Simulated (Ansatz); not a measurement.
# GeW: the order of phases at one pressure, part 3 of 3

Aim: bring GeW in several structures (rocksalt, CsCl, zincblende, NiAs, anti NiAs) to one pressure and rank them by enthalpy. The pressure is set by scaling the first phase. Methods of the runs shown: LAPW. Companion runs by PAW are cited.

Ansatz 0.2.0; DFT PBE; a cell built from a prototype (rocksalt type), not taken from measurement. The steps go on from the part before.

### 4 Zincblende relaxed under pressure, LAPW

Input file input.yaml:

```yaml
crystal:
  lattice:
    - [0.0, 2.2383605022, 2.2383605022]
    - [2.2383605022, 0.0, 2.2383605022]
    - [2.2383605022, 2.2383605022, 0.0]
  atoms:
    - { symbol: W, position: [0.0, 0.0, 0.0] }
    - { symbol: Ge, position: [0.25, 0.25, 0.25] }
kpoints:
  mp_grid: { grid: [13, 13, 13] }
scf:
  occupations: { method: fermi_dirac, width: 0.05 }
hamiltonian:
  xc: pbe
  pseudopotentials: { kind: all_electron, lapw: { basis_error: 0.0005 } }
output:
  forces: true
  stress: true
  eigenvalues: true
relax:
  f_tol: 0.005
  max_steps: 12
  cell: { p_target: 340.0, stress_tol: 0.17 }
```

Launch:

```bash
$ ansatz run input.yaml --threads 2 --pin off --max-ram 5120MiB --backend cpu --events-out ev --progress --plain --runs-dir out
```

Log:

```text
The last accepted step is kept in <dir> (removed where the run ends without a failure and the disk answers)
LAPW: plane waves up to 13.750 Å⁻¹, error target 5.0e-4 eV per atom; small_component_spin mean_spin; Ge in spheres of 0.895 Å, 22 of its electrons in bands, Dirac shells []; W in spheres of 0.985 Å, 46 of its electrons in bands, Dirac shells []
Engine: ansatz 0.2.0
Pseudopotentials: kind: all_electron
Pseudopotential: W, LAPW, valence charge 46, Koelling and Harmon's equation, gaussian nucleus
Pseudopotential: Ge, LAPW, valence charge 22, Koelling and Harmon's equation, gaussian nucleus
Functional definition: PBE
  parameter kappa = 0.804
  parameter beta = 0.06672455060314922
  exchange = pbe_x(kappa = kappa, mu = beta*pi^2/3)
  correlation = pbe_c(beta = beta)
Crystal: 2 atoms, lattice volume = 22.430 Å³
Basis set: ecut = 720.3522081724803 eV, 941 PW (Γ), exchange–correlation at level 2
Bands: 41, of which v1, the nominal top of the filled ones, is band 34 counted from 1 (33 counted from 0)
Symmetry: 24 space group operations
Space group: F-43m (ITA 216), of the structure as read, at distance tolerance 2.8e-5 Å
k-points: 84 of 2197 (time reversal used)
Non-local potential: W, projectors of the file, none
Non-local potential: Ge, projectors of the file, none
Initial density: superposition of atomic densities (chi_scale 0.1, normalization cell, long waves kept (reshape's long-wave potential 0.00 eV rms))
Initial wavefunctions: plane waves of lowest kinetic energy (no species holds an atomic orbital)
Functional: x = pbe(κ = 0.804, μ = 0.2195149727645171), c = pbe(β = 0.06672455060314922)
iter 1 solved again at ethr=9.26e-4 eV; its pass at ethr=1.00e-1 eV (dr2=6.30e-1 eV) is discarded
SCF iter   1: F=—  HF=-496301.902402 eV  |F-HF|=—  |Δ(HF+E_count)|=         —  Δρ=5.48e-2  dr2=6.30e-1  ethr=9.26e-4  ⟨swp⟩=2.0  Hψ=21846  notcnv=0
preconditioner: auto → Kerker (q_TF=auto, 3.282 Å⁻¹)  [metal: Δε(μ)=0.013 eV  Ē_g=32.422 eV  σ=0.050 eV  W_gap=0.06  n_scr=14 (ndim 8)  ℏωp=49.6 eV  f_vac=0.000  D(μ)=1.14/eV (n_scr^D=14)]
SCF iter   2: F=—  HF=-496301.742458 eV  |F-HF|=—  |Δ(HF+E_count)|=   1.60e-1  Δρ=3.76e-2  dr2=3.53e-1  ethr=9.26e-4  ⟨swp⟩=2.0  Hψ=10080  notcnv=0
SCF iter   3: F=—  HF=-496301.663319 eV  |F-HF|=—  |Δ(HF+E_count)|=   7.91e-2  Δρ=2.08e-2  dr2=1.14e-1  ethr=5.20e-4  ⟨swp⟩=2.0  Hψ=10080  notcnv=0
SCF iter   4: F=—  HF=-496301.624480 eV  |F-HF|=—  |Δ(HF+E_count)|=   3.88e-2  Δρ=7.76e-3  dr2=1.89e-2  ethr=1.67e-4  ⟨swp⟩=2.0  Hψ=10080  notcnv=0
iter 5 solved again at ethr=2.66e-6 eV; its pass at ethr=2.78e-5 eV (dr2=1.81e-3 eV) is discarded
SCF iter   5: F=—  HF=-496301.619665 eV  |F-HF|=—  |Δ(HF+E_count)|=         —  Δρ=3.27e-3  dr2=1.81e-3  ethr=2.66e-6  ⟨swp⟩=2.0  Hψ=17170  notcnv=0
the basis was enlarged: its passes take 231.3 KiB over the memory plan, 2 of 2 planned eigensolver slots
SCF iter   6: F=—  HF=-496301.617467 eV  |F-HF|=—  |Δ(HF+E_count)|=   2.20e-3  Δρ=1.81e-3  dr2=3.49e-4  ethr=2.66e-6  ⟨swp⟩=2.0  Hψ=9519  notcnv=0
SCF iter   7: F=—  HF=-496301.617493 eV  |F-HF|=—  |Δ(HF+E_count)|=   2.64e-5  Δρ=4.01e-4  dr2=2.11e-5  ethr=5.13e-7  ⟨swp⟩=2.5  Hψ=9561  notcnv=0
SCF iter   8: F=—  HF=-496301.617499 eV  |F-HF|=—  |Δ(HF+E_count)|=   6.03e-6  Δρ=8.34e-5  dr2=1.31e-6  ethr=3.10e-8  ⟨swp⟩=3.0  Hψ=9648  notcnv=0
SCF iter   9: F=—  HF=-496301.617499 eV  |F-HF|=—  |Δ(HF+E_count)|=   2.65e-7  Δρ=2.19e-5  dr2=1.17e-7  ethr=1.93e-9  ⟨swp⟩=3.0  Hψ=9693  notcnv=0
SCF iter  10: F=-496301.617499 eV  HF=-496301.617499 eV  |F-HF|=1.28e-8  |Δ(HF+E_count)|=  5.82e-11  Δρ=7.21e-6  dr2=1.33e-8  ethr=1.71e-10  ⟨swp⟩=3.0  Hψ=9637  notcnv=0
SCF 1 converged in 10 iterations: F = -496301.617499 eV  dr2 = 1.33e-8
relax step   1: F+E_penalty+E_count = -496301.61749885 eV  Δ(F+E_penalty+E_count) = +0.000e0 eV  max|allowed force component| = 2.452e-16 eV/Å  Δτ_max = 0.0000 Å  P = +338.917 GPa  Ω = 22.430 Å³  (10 SCF iters, accepted)
Crystal: 2 atoms, lattice volume = 22.358 Å³
Basis set: ecut = 721.8822155439692 eV, 941 PW (Γ), exchange–correlation at level 2
Initial density: handed on by an earlier stage of this run
Initial wavefunctions: those handed on with the density
iter 1 solved again at ethr=6.26e-8 eV; its pass at ethr=1.00e-1 eV (dr2=4.25e-5 eV) is discarded
SCF iter   1: F=—  HF=-496301.465951 eV  |F-HF|=—  |Δ(HF+E_count)|=         —  Δρ=4.38e-4  dr2=5.06e-5  ethr=6.26e-8  ⟨swp⟩=4.0  Hψ=17703  notcnv=0
preconditioner: auto → LDOS  [metal: Δε(μ)=0.013 eV  Ē_g=32.544 eV  σ=0.050 eV  W_gap=0.07  n_scr=14 (ndim 8)  ℏωp=49.7 eV  f_vac=0.013  D(μ)=1.27/eV (n_scr^D=14)  β→1.0]
iter 2 solved again at ethr=3.81e-9 eV; its pass at ethr=6.26e-8 eV (dr2=2.59e-6 eV) is discarded
SCF iter   2: F=—  HF=-496301.465936 eV  |F-HF|=—  |Δ(HF+E_count)|=   1.55e-5  Δρ=1.18e-4  dr2=2.59e-6  ethr=3.81e-9  ⟨swp⟩=2.0  Hψ=16604  notcnv=0
SCF iter   3: F=—  HF=-496301.465939 eV  |F-HF|=—  |Δ(HF+E_count)|=   2.78e-6  Δρ=2.20e-5  dr2=3.05e-8  ethr=3.81e-9  ⟨swp⟩=2.7  Hψ=9594  notcnv=0
SCF iter   4: F=-496301.465934 eV  HF=-496301.465934 eV  |F-HF|=2.22e-8  |Δ(HF+E_count)|=   4.39e-6  Δρ=1.86e-5  dr2=1.48e-8  ethr=4.49e-11  ⟨swp⟩=3.0  Hψ=11228  notcnv=0
SCF 2 converged in 4 iterations: F = -496301.465934 eV  dr2 = 1.48e-8
relax step   2: F+E_penalty+E_count = -496301.46593429 eV  Δ(F+E_penalty+E_count) = +1.516e-1 eV  max|allowed force component| = 2.686e-16 eV/Å  Δτ_max = 0.0000 Å  P = +342.534 GPa  Ω = 22.358 Å³  (4 SCF iters, rejected (line search))
Crystal: 2 atoms, lattice volume = 22.408 Å³
Basis set: ecut = 720.8105051815783 eV, 941 PW (Γ), exchange–correlation at level 2
iter 1 solved again at ethr=2.89e-8 eV; its pass at ethr=1.00e-1 eV (dr2=1.97e-5 eV) is discarded
SCF iter   1: F=—  HF=-496301.572192 eV  |F-HF|=—  |Δ(HF+E_count)|=         —  Δρ=3.03e-4  dr2=2.44e-5  ethr=2.89e-8  ⟨swp⟩=4.1  Hψ=17777  notcnv=0
preconditioner: auto → LDOS  [metal: Δε(μ)=0.043 eV  Ē_g=32.524 eV  σ=0.050 eV  W_gap=0.21  n_scr=14 (ndim 8)  ℏωp=49.6 eV  f_vac=0.013  D(μ)=1.29/eV (n_scr^D=14)  β→1.0]
iter 2 solved again at ethr=1.90e-9 eV; its pass at ethr=2.89e-8 eV (dr2=1.29e-6 eV) is discarded
SCF iter   2: F=—  HF=-496301.572185 eV  |F-HF|=—  |Δ(HF+E_count)|=   7.27e-6  Δρ=8.20e-5  dr2=1.29e-6  ethr=1.90e-9  ⟨swp⟩=2.0  Hψ=16606  notcnv=0
SCF iter   3: F=—  HF=-496301.572187 eV  |F-HF|=—  |Δ(HF+E_count)|=   1.84e-6  Δρ=1.76e-5  dr2=2.22e-8  ethr=1.90e-9  ⟨swp⟩=2.9  Hψ=9689  notcnv=0
SCF iter   4: F=-496301.572184 eV  HF=-496301.572184 eV  |F-HF|=1.66e-8  |Δ(HF+E_count)|=   2.86e-6  Δρ=1.39e-5  dr2=8.28e-9  ethr=3.27e-11  ⟨swp⟩=3.0  Hψ=11187  notcnv=0
SCF 3 converged in 4 iterations: F = -496301.572184 eV  dr2 = 8.28e-9
relax step   3: F+E_penalty+E_count = -496301.57218379 eV  Δ(F+E_penalty+E_count) = +4.532e-2 eV  max|allowed force component| = 1.061e-16 eV/Å  Δτ_max = 0.0000 Å  P = +339.998 GPa  Ω = 22.408 Å³  (4 SCF iters, accepted)
iter 1 solved again at ethr=1.33e-11 eV; its pass at ethr=1.00e-1 eV (dr2=9.03e-9 eV) is discarded
SCF iter   1: F=—  HF=-496301.572184 eV  |F-HF|=—  |Δ(HF+E_count)|=         —  Δρ=1.35e-5  dr2=9.03e-9  ethr=1.33e-11  ⟨swp⟩=3.0  Hψ=15520  notcnv=0
preconditioner: auto → LDOS  [metal: Δε(μ)=0.042 eV  Ē_g=32.524 eV  σ=0.050 eV  W_gap=0.20  n_scr=14 (ndim 8)  ℏωp=49.6 eV  f_vac=0.013  D(μ)=1.29/eV (n_scr^D=14)  β→1.0]
iter 2 solved again at ethr=1.00e-12 eV; its pass at ethr=1.33e-11 eV (dr2=3.16e-10 eV) is discarded
SCF iter   2: F=-496301.572184 eV  HF=-496301.572184 eV  |F-HF|=3.09e-8  |Δ(HF+E_count)|=   4.63e-8  Δρ=1.66e-6  dr2=3.16e-10  ethr=1.00e-11 (applied; sched 1.00e-12)  ⟨swp⟩=2.0  Hψ=17341  notcnv=0
SCF 4 converged in 2 iterations: F = -496301.572184 eV  dr2 = 3.16e-10
relax step   4: F+E_penalty+E_count = -496301.57218379 eV  Δ(F+E_penalty+E_count) = -4.191e-9 eV  max|allowed force component| = 1.440e-16 eV/Å  Δτ_max = 0.0000 Å  P = +339.998 GPa  Ω = 22.408 Å³  stress off target by 1.97e-3 GPa  SCF on the basis re-selected at this cell (its energy is not comparable with the rows above)  (2 SCF iters)
basis re-selected at this cell: Δ(F+E_penalty+E_count) = -4.191e-9 eV, ΔP = +0.000 GPa vs the last step (what re-selecting the basis moved, after the strain that the cell walked since its last selection, with what the two solves' SCF thresholds leave and, on support functions, any second-order correction that the steps lacked; it is no measure of the basis error at this ecutwfc). This SCF's stress stands 1.97e-3 GPa from its target on what of the cell is left free (relax.cell.stress_tol is 1.70e-1 GPa) and its largest allowed force component is 1.44e-16 eV/Å (relax.f_tol is 5.00e-3 eV/Å): within both
SCF converged after 2 iterations
Free energy (F): -496301.572184 eV
Harris-Foulkes:  -496301.572184 eV  (|F-HF|=3.09e-8)
Internal energy: -496301.561791 eV  (E = F + TS)
E sigma→0 (E₀):  -496301.566987 eV
Entropy (-TS):   -0.010393 eV (-5.196 meV/atom)
Fermi energy:    31.988950 eV
--- Per-component energies (eV) ---
  E_band       = -5848.157941
  E_kinetic    = 550321.702091
  E_xc         = -11024.642342
  E_electrostatic = -1035598.621540  (all electrons and nuclei)
  E_smearing   = -0.010393  (= −TS)
  E_closure    = 0.000000  (closes the sum)
  E_atoms      = -496302.588540  (free atoms, spherical and without spin; not in F)
  Σ components = -496301.572184   (vs F -496301.572184, Δ=0.00e0)
  Basis errors (estimates in eV, not in F): energy 2.0e-4 per atom: plane waves 1.8e-4 (1.1e-4 summed), levels above the bands 4.0e-132, relativity 4.3e-8, radial functions 1.8e-5, core shells 5.1e-8; eigenvalues (radial functions only) 1.9e-7; not estimated: angular momenta, meshes, grids; target (lapw.basis_error) 5.0e-4; muffin-tin radii Ge 0.895 Å, W 0.985 Å
--- Forces (eV/Å), atoms counted from 1 ---
  atom   1  W     -0.00000000    -0.00000000    -0.00000000
  atom   2  Ge    -0.00000000    -0.00000000    -0.00000000
  max |Σ_I F_I| component: 3.04e-16 eV/Å
--- Stress (GPa, compression-positive) ---
      339.998032      -0.000000      -0.000000
       -0.000000     339.998032       0.000000
       -0.000000       0.000000     339.998032
  P = ⅓ Tr σ = 339.9980 GPa (3399.980 kbar)
--- Band table (eV; the first three rows and the last of 84) ---
  k-point 0: bands = ["-531.0403", "-385.0546", "-385.0546", "-385.0546", "-200.1081", "-200.1081", "-200.1081", "-200.1068", "-200.1068", "-132.6640", "-79.8398", "-79.8398", "-79.8398", "-41.6503", "-6.6104", "-6.6104", "-6.6104", "4.5654", "4.6225", "4.6225", "4.6225", "4.6377", "4.6377", "4.6377", "6.0874", "6.0874", "6.4859", "6.4859", "6.4859", "17.5156", "26.5592", "26.5592", "26.5592", "31.5608", "31.5608", "39.9926", "42.0840", "42.0840", "42.0840", "47.5120", "52.1733"]
  k-point 1: bands = ["-531.0403", "-385.0546", "-385.0546", "-385.0546", "-200.1081", "-200.1081", "-200.1081", "-200.1068", "-200.1068", "-132.6640", "-79.8399", "-79.8398", "-79.8398", "-41.6481", "-6.6351", "-6.6115", "-6.6115", "4.5603", "4.6194", "4.6213", "4.6213", "4.6328", "4.6328", "4.6377", "6.0893", "6.0893", "6.4680", "6.4831", "6.4831", "17.7054", "26.4288", "26.6513", "26.6513", "31.4592", "31.4592", "40.3384", "41.5768", "42.4640", "42.4640", "48.2006", "50.2104"]
  k-point 2: bands = ["-531.0403", "-385.0546", "-385.0546", "-385.0546", "-200.1081", "-200.1081", "-200.1081", "-200.1068", "-200.1068", "-132.6640", "-79.8402", "-79.8399", "-79.8399", "-41.6419", "-6.7030", "-6.6148", "-6.6148", "4.5434", "4.6120", "4.6120", "4.6132", "4.6253", "4.6253", "4.6379", "6.0963", "6.0963", "6.4201", "6.4735", "6.4735", "18.2431", "26.1187", "26.8851", "26.8851", "31.2664", "31.2664", "40.1730", "41.6450", "43.4902", "43.4902", "46.8838", "49.0210"]
  k-point 83: bands = ["-531.0403", "-385.0546", "-385.0546", "-385.0546", "-200.1081", "-200.1081", "-200.1081", "-200.1068", "-200.1068", "-132.6639", "-79.8416", "-79.8405", "-79.8403", "-41.5992", "-6.8957", "-6.8372", "-6.6880", "4.4290", "4.5190", "4.5352", "4.5521", "4.5782", "4.6169", "4.6309", "6.0633", "6.1475", "6.2736", "6.3022", "6.4272", "22.8500", "24.9347", "27.4490", "28.6988", "32.0455", "33.3341", "34.5795", "36.3528", "39.8358", "46.2537", "47.7958", "49.1529"]
--- Relaxed structure (3 steps of the walk, 2 accepted, 1 SCFs on fresh bases) ---
  F+E_penalty+E_count = -496301.57218379 eV   max|allowed force component| = 1.440e-16 eV/Å   (the final SCF, on the basis selected at the relaxed cell)
  cell:  # Å, volume = 22.4081 Å³
    - [-2.2419636944740594e-33, 2.2376488054182175, 2.2376488054182175]
    - [2.2376488054182175, 3.261038101053178e-33, 2.2376488054182175]
    - [2.2376488054182175, 2.2376488054182175, 5.09537203289559e-33]
  atoms:
    - { symbol: W, position: [-1.3121403644782982e-33, 1.0826950548427487e-33, 9.823127318771959e-34] }
    - { symbol: Ge, position: [0.25, 0.25, 0.25] }
```

Wall time 2.6 min (2 threads of Arm Neoverse V2, shared host); peak memory 0.73 GiB.

Step by step:

```tsv
step	energy from step 1 (eV/cell)	largest force component (eV/Å)	pressure (GPa)	volume (Å³)
1	0.0000	0.0000	338.92	22.43
2x	0.1516	0.0000	342.53	22.36
3	0.0453	0.0000	340.00	22.41
4	0.0453	0.0000	340.00	22.41
```

Step 1 is the start. Step 4 repeats the geometry before on a plane-wave basis chosen anew for that cell, so the energy can jump there without any move; the table keeps such jumps. 1 step was tried and not accepted (marked x).

| input's cell | before | after | change |
| --- | --- | --- | --- |
| a (Å) | 3.166 | 3.165 | -0.0 % |
| b (Å) | 3.166 | 3.165 | -0.0 % |
| c (Å) | 3.166 | 3.165 | -0.0 % |
| volume (Å³/atom) | 11.21 | 11.20 | -0.1 % |

In short: pressure 340.00 GPa; no gap.

### 5 NiAs at the cell that PAW relaxed, LAPW

Input file input.yaml:

```yaml
crystal:
  lattice:
    - [2.4592523223, 0.0, 0.0]
    - [-1.2296261612, 2.1297749854, 0.0]
    - [0.0, 0.0, 7.0944200691]
  atoms:
    - { symbol: W, position: [0.0, 0.0, 0.0] }
    - { symbol: W, position: [0.0, 0.0, 0.5] }
    - { symbol: Ge, position: [0.3333333333, 0.6666666667, 0.25] }
    - { symbol: Ge, position: [0.6666666667, 0.3333333333, 0.75] }
kpoints:
  mp_grid: { grid: [12, 12, 7] }
scf:
  occupations: { method: fermi_dirac, width: 0.05 }
hamiltonian:
  xc: pbe
  pseudopotentials: { kind: all_electron, lapw: { basis_error: 0.0005 } }
output:
  forces: true
  stress: true
  eigenvalues: true
  populations: true
```

Launch:

```bash
$ ansatz run input.yaml --threads 2 --pin off --max-ram 5120MiB --backend cpu --events-out ev --progress --plain --runs-dir out
```

Log (excerpt; [...] marks lines left out):

```text
W: projections on atomic orbitals take those of the free atom 1s2 2s2 2p6 3s2 3p6 3d10 4s2 4p6 4d10 4f14 5s2 5p6 5d4 6s2, of charge +0.00 (hamiltonian.pseudopotentials.projection_atoms)
Ge: projections on atomic orbitals take those of the free atom 1s2 2s2 2p6 3s2 3p6 3d10 4s2 4p2, of charge +0.00 (hamiltonian.pseudopotentials.projection_atoms)
[...]
--- Stress (GPa, compression-positive) ---
      338.485363       0.000000       0.000000
        0.000000     338.485363       0.000000
        0.000000       0.000000     338.268397
  P = ⅓ Tr σ = 338.4130 GPa (3384.130 kbar)
--- Band table (eV; the first three rows and the last of 76) ---
[...]
--- Löwdin populations: 4 sites ---
  site symbol       q [e]
     0      W     74.1451
     1      W     74.1451
     2     Ge     31.7467
     3     Ge     31.7467
  spilling = 0.001021 (of n_electrons = 212.000000)
```

It took 71 s on 2 threads of Arm Neoverse V2, shared host; peak memory 1.2 GiB.

This run gives: pressure 338.41 GPa; no gap.

### 6 Anti NiAs at the cell that PAW relaxed, LAPW

Input file input.yaml:

```yaml
crystal:
  lattice:
    - [2.4266683924, 0.0, 0.0]
    - [-1.2133341962, 2.1015564744, 0.0]
    - [0.0, 0.0, 7.2658505092]
  atoms:
    - { symbol: Ge, position: [0.0, 0.0, 0.0] }
    - { symbol: Ge, position: [0.0, 0.0, 0.5] }
    - { symbol: W, position: [0.3333333333, 0.6666666667, 0.25] }
    - { symbol: W, position: [0.6666666667, 0.3333333333, 0.75] }
kpoints:
  mp_grid: { grid: [12, 12, 7] }
scf:
  occupations: { method: fermi_dirac, width: 0.05 }
hamiltonian:
  xc: pbe
  pseudopotentials: { kind: all_electron, lapw: { basis_error: 0.0005 } }
output:
  forces: true
  stress: true
  eigenvalues: true
  populations: true
```

Launch:

```bash
$ ansatz run input.yaml --threads 2 --pin off --max-ram 5120MiB --backend cpu --events-out ev --progress --plain --runs-dir out
```

Log (excerpt; [...] marks lines left out):

```text
Ge: projections on atomic orbitals take those of the free atom 1s2 2s2 2p6 3s2 3p6 3d10 4s2 4p2, of charge +0.00 (hamiltonian.pseudopotentials.projection_atoms)
W: projections on atomic orbitals take those of the free atom 1s2 2s2 2p6 3s2 3p6 3d10 4s2 4p6 4d10 4f14 5s2 5p6 5d4 6s2, of charge +0.00 (hamiltonian.pseudopotentials.projection_atoms)
[...]
--- Stress (GPa, compression-positive) ---
      338.507898       0.000000       0.000000
        0.000000     338.507898       0.000000
        0.000000       0.000000     338.303658
  P = ⅓ Tr σ = 338.4398 GPa (3384.398 kbar)
--- Band table (eV; the first three rows and the last of 76) ---
[...]
--- Löwdin populations: 4 sites ---
  site symbol       q [e]
     0     Ge     31.7457
     1     Ge     31.7457
     2      W     74.1470
     3      W     74.1470
  spilling = 0.001012 (of n_electrons = 212.000000)
```

Wall time 74 s (2 threads of Arm Neoverse V2, shared host); peak memory 1.2 GiB.

In short: pressure 338.44 GPa; no gap.

### 7 The series in one table

The PAW rows are taken from companion runs at the same settings.

Enthalpy per atom, H = F + pV at p = 340 GPa, from each method's lowest phase:

```
             method       start  space group, start → end  volume (Å³/atom)  pressure (GPa)  enthalpy (meV/atom)
               LAPW    rocksalt             Fm-3m → Fm-3m             9.650           340.0               2200.7
               LAPW        CsCl             Pm-3m → Pm-3m             9.112           340.0                  0.0
               LAPW  zincblende             F-43m → F-43m            11.204           340.0               8301.0
LAPW, at PAW's cell        NiAs                  P6_3/mmc             9.290           338.4                360.7
LAPW, at PAW's cell   anti NiAs                  P6_3/mmc             9.264           338.4                496.4
                PAW    rocksalt             Fm-3m → Fm-3m             9.661           340.0               2202.9
                PAW        CsCl             Pm-3m → Pm-3m             9.122           340.0                  0.0
                PAW  zincblende             F-43m → F-43m            11.215           340.0               8310.6
                PAW        NiAs       P6_3/mmc → P6_3/mmc             9.290           340.0                363.7
                PAW   anti NiAs       P6_3/mmc → P6_3/mmc             9.264           340.0                498.6
```

### 8 Results

This closing draws on all 3 parts.

| quantity | value |
| --- | --- |
| pressure | 340 GPa |
| lowest (LAPW) | CsCl, 360.7 meV/atom under NiAs |
| lowest (PAW) | CsCl, 363.7 meV/atom under NiAs |

What this shows: By LAPW the order is CsCl < NiAs < anti NiAs < rocksalt < zincblende. By PAW the order is CsCl < NiAs < anti NiAs < rocksalt < zincblende. The methods agree on the lowest phase. Only these structures were tried, with electrons smeared by 0.05 eV and without vibrations, so the true ground state may be another. The k meshes differ between phases and weren't tested, which can move differences by some meV. Spin-orbit coupling is left out, though the cell holds W; in elements this heavy it can shift bands and gaps by tenths of an eV.
